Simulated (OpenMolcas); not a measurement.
# [GeH5]− (SMILES [H][Ge-]([H])([H])([H])[H]) at 6 levels

Wanted: a comparison of 6 runs (HF/def2-TZVPP, B3LYP/6-31G*, PBE/def2-TZVPP, revPBE/def2-TZVPP, MP2/def2-TZVPP) of [GeH5]−. 

Program for the calculation: OpenMolcas 26.06.

## 1. The molecule

[GeH5]− has 6 atoms, charge -1, and is taken as a singlet. SMILES: `[H][Ge-]([H])([H])([H])[H]`. The Ge1–H6 distance was set to 3.331 Å, away from the relaxed value. At this shape a bond of the SMILES string is far longer than usual.

Bond lengths: Ge1–H2 1.762 Å, Ge1–H3 1.782 Å, Ge1–H4 1.515 Å, Ge1–H5 1.514 Å. Angles: H2–Ge1–H3 179.8°, H2–Ge1–H4 90.4°, H2–Ge1–H5 90.0°, H3–Ge1–H4 89.6°, H3–Ge1–H5 89.8°, H4–Ge1–H5 120.0°.

## 2. A single-point energy at HF/def2-TZVPP (run 1)

Input file mol.input:

```
&gateway
 baslib=$CurrDir
 coord
 6
 bohr
 Ge     1.69364814     2.98398715     0.06397668
 H      1.64895612     2.97512434     3.39386308
 H      1.73490086     3.00382928    -3.30249482
 H      4.55607299     3.00673946     0.08113539
 H      0.24383136     5.45040100     0.05161787
 H     -1.41075614    -2.49024329    -0.03048128
 basis=def2-TZVPP
 group=NoSym

&seward

&scf
 charge=-1
 thresholds=1e-10 1e-07 1e-07 1e-05
 prorbitals=1 2
```

The basis set def2-TZVPP is read from a file made from the Basis Set Exchange's data (not shown).

Run with:

```sh
export MOLCAS_MEM=1860
pymolcas mol.input > mol.log
```

What it wrote:

```text
--- Start Module: gateway ---
[...]
--- Stop Module: gateway /rc=_RC_ALL_IS_WELL_ ---
--- Start Module: seward ---
[...]
      Basis functions          118
--- Stop Module: seward /rc=_RC_ALL_IS_WELL_ ---
[...]
--- Start Module: scf ---
[...]
       Convergence after  17 Iterations
[...]
::    Total SCF energy                              -2078.0690372349
[...]
      Total spin, S                                     0.0000000000
[...]
      Total electronic charge=   38.000000
      Total            charge=   -1.000000
[...]
      Dipole Moment (debye):
      Origin of the operator (angstrom)=    0.8848    1.5590    0.0330
                   X=  4.7946E+00               Y=  8.4477E+00               Z=  2.2684E-01           Total=  9.7162E+00
      Center of Charge (angstrom)
[...]
--- Stop Module: scf /rc=_RC_ALL_IS_WELL_ ---
[...]
```

Run time: 21 s. Hardware: 1 thread of Intel Xeon Platinum 8275CL at 3.00GHz (Skylake/Cascade Lake), shared host; peak memory 0.74 GiB.

## 3. The energy at B3LYP/6-31G(d) (spherical functions) (run 2)

Input file run.inp:

```
&GATEWAY
  BasLib
  $CurrDir
  Coord
  6
  bohr
  Ge     1.69364814     2.98398715     0.06397668
  H      1.64895612     2.97512434     3.39386308
  H      1.73490086     3.00382928    -3.30249482
  H      4.55607299     3.00673946     0.08113539
  H      0.24383136     5.45040100     0.05161787
  H     -1.41075614    -2.49024329    -0.03048128
  Basis
  6-31Gs
  Group
  NoSym

&SEWARD
  GridInput
  Grid=UltraFine
  End of Grid

&SCF
  Charge
  -1
  KSDFT
  B3LYP
  Thresholds
  1e-10 1e-07 1e-07 1e-05
  PrOrbitals
  1
```

The basis set 6-31G* is read from a file made from the Basis Set Exchange's data (not shown).

Run with:

```sh
export MOLCAS_MEM=1860
pymolcas run.inp > run.log
```

What it wrote:

```text
--- Start Module: gateway ---
[...]
--- Stop Module: gateway /rc=_RC_ALL_IS_WELL_ ---
--- Start Module: seward ---
[...]
      Basis functions           42
--- Stop Module: seward /rc=_RC_ALL_IS_WELL_ ---
[...]
--- Start Module: scf ---
[...]
       Convergence after  18 Iterations
[...]
::    Total KS-DFT energy                           -2079.5987514422
[...]
      Total spin, S                                     0.0000000000
[...]
      Total electronic charge=   38.000000
      Total            charge=   -1.000000
[...]
      Dipole Moment (debye):
      Origin of the operator (angstrom)=    0.8848    1.5590    0.0330
                   X=  3.1724E+00               Y=  5.5886E+00               Z=  1.7071E-01           Total=  6.4285E+00
      Center of Charge (angstrom)
[...]
--- Stop Module: scf /rc=_RC_ALL_IS_WELL_ ---
[...]
```

It took 11 s on 1 thread of Intel Xeon Platinum 8275CL at 3.00GHz (Skylake/Cascade Lake), shared host; peak memory 0.38 GiB.

Runs 3 to 5 aren't shown in full; the table further down has their settings and results.

## 4. The energy at MP2/def2-TZVPP (run 6)

Input file test.input:

```
&GATEWAY
 BasLib = $CurrDir
 Coord
 6
 angstrom
 Ge       0.896240       1.579058       0.033855
 H        0.872590       1.574368       1.795955
 H        0.918070       1.589558      -1.747605
 H        2.410970       1.591098       0.042935
 H        0.129030       2.884228       0.027315
 H       -0.746540      -1.317780      -0.016130
 Basis = def2-TZVPP
 Group = NoSym

&SEWARD

&SCF
 Charge = -1
 Thresholds = 1e-10 1e-07 1e-07 1e-05
 PrOrbitals = 1 2

&MBPT2
 Frozen = 9
```

The basis set def2-TZVPP is read from a file made from the Basis Set Exchange's data (not shown).

Run with:

```sh
export MOLCAS_MEM=1860
pymolcas test.input > test.log
```

What it wrote:

```text
--- Start Module: gateway ---
[...]
--- Stop Module: gateway /rc=_RC_ALL_IS_WELL_ ---
[...]
      Basis functions          118
[...]
--- Start Module: scf ---
[...]
       Convergence after  17 Iterations
[...]
::    Total SCF energy                              -2078.0690372346
[...]
      Total spin, S                                     0.0000000000
[...]
      Total electronic charge=   38.000000
      Total            charge=   -1.000000
[...]
      Dipole Moment (debye):
      Origin of the operator (angstrom)=    0.8848    1.5590    0.0330
                   X=  4.7946E+00               Y=  8.4477E+00               Z=  2.2684E-01           Total=  9.7162E+00
      Center of Charge (angstrom)
[...]
--- Stop Module: scf /rc=_RC_ALL_IS_WELL_ ---
[...]
--- Start Module: mbpt2 ---
[...]
WARNING!
Default frozen orbitals as non valence orbitals is overwritten by user input.
Default values:  14
[...]
       Reference weight ( Cref**2 )         =        0.89903
::    Total MBPT2 energy                            -2078.3823667501
[...]
      Total MBPT2 calculations                           0.77      0.84
--- Stop Module: mbpt2 /rc=_RC_ALL_IS_WELL_ ---
[...]
```

Run time: 22 s. Hardware: 1 thread of Intel Xeon Platinum 8275CL at 3.00GHz (Skylake/Cascade Lake), shared host; peak memory 0.74 GiB.

## 5. The series

```
run                               level  integration grid  Cartesian functions   energy (Eh)  HOMO energy (eV)  LUMO energy (eV)  HOMO–LUMO gap (eV)  wall time
  1                       HF/def2-TZVPP                 –                   no  -2078.069037             -1.91              4.84                6.75       21 s
  2  B3LYP/6-31G* (spherical functions)         UltraFine                   no  -2079.598751              0.46              2.60                2.14       11 s
  3  B3LYP/6-31G* (Cartesian functions)         UltraFine                  yes  -2079.603923              0.45              2.57                2.12       12 s
  4                      PBE/def2-TZVPP         UltraFine                   no  -2079.525316              0.60              1.62                1.02       67 s
  5                   revPBE/def2-TZVPP         UltraFine                   no  -2079.698392              0.63              1.66                1.03       68 s
  6                      MP2/def2-TZVPP                 –                   no  -2078.382367             -1.91              4.84                6.75       22 s
```

## 6. Summary of results

| quantity | value |
| --- | --- |
| run 6: total energy | -2078.38237 Eh |
| run 6: HOMO energy (Hartree–Fock orbitals) | -1.91 eV |
| run 6: LUMO energy (Hartree–Fock orbitals) | 4.84 eV |
| run 6: HOMO–LUMO gap (to an unbound level, set by the basis) | 6.75 eV |
| run 6: correlation energy (9 core orbitals frozen) | -313.3 mEh |

What this shows: Over runs 1, 2, 3, 4, 5 the HOMO–LUMO gap runs from 1.02 eV (PBE/def2-TZVPP) to 6.75 eV (HF/def2-TZVPP). Exact exchange widens orbital gaps. The empty levels of an anion lie above zero and hang on the basis. Totals of different functionals can't be ranked against each other. In runs 2, 3, 4, 5 the HOMO lies above zero, so the outermost electron may be held by the basis alone. All runs together took 3.4 min, the longest 68 s.
